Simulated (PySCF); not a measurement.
# C11H11F3O3S: the cost of one run

Computed with PySCF 2.14.0 and routines of our own; the level stands in each step. Atoms count from 0.

## (1) The starting structure

29 atoms, charge 0, multiplicity 1; geometry from: GFN2-xTB.

## (2) Core binding energies: delta-SCF UKS SCAN, pcX-2 on the ionised atom, pcseg-1

Job settings and geometry (Å):

```
{"job": {"kind": "xps", "atoms": [0, 12, 16]}, "charge": 0, "multiplicity": 1}
C     -2.338897     0.934523    -0.950006
C     -1.151105     0.627878    -0.056276
C     -0.397859     1.872674     0.369989
C     -0.316183    -0.518272    -0.615337
O     -0.875319    -1.468953    -1.108681
C      1.159779    -0.393456    -0.572046
C      1.856815    -0.353096     0.631988
C      3.237626    -0.265346     0.617875
C      3.924909    -0.197522    -0.583403
C      3.231666    -0.250063    -1.781317
C      1.853612    -0.364914    -1.778735
S     -1.844211    -0.041625     1.532804
O     -2.904075     0.807407     1.975735
O     -0.775989    -0.323513     2.440779
C     -2.666751    -1.750214     1.238590
F     -3.440371    -1.972775     2.295579
F     -3.429147    -1.787410     0.151701
F     -1.760799    -2.713582     1.171093
H     -2.723553     0.024162    -1.404683
H     -3.126298     1.400954    -0.362036
H     -2.039794     1.618366    -1.742524
H      0.284982     1.653004     1.185889
H     -1.108493     2.622150     0.712355
H      0.170425     2.277299    -0.466025
H      1.321055    -0.430332     1.565906
H      3.779138    -0.247287     1.551249
H      5.001247    -0.112122    -0.587853
H      3.762770    -0.210215    -2.720322
H      1.302876    -0.420948    -2.705772
```

Level: delta-SCF UKS SCAN, pcX-2 on the ionised atom, pcseg-1 elsewhere, spin-free X2C (atomic blocks).

Run with:

```console
OMP_NUM_THREADS=1 python large_run.py task.json out
```

One launch serves the whole session: the jobs run in the order shown.

Q: Estimate the wall time and peak memory of this first job on 1 thread of Arm Neoverse V1, shared host.

About 3 min, with a peak of 0.69 GiB.
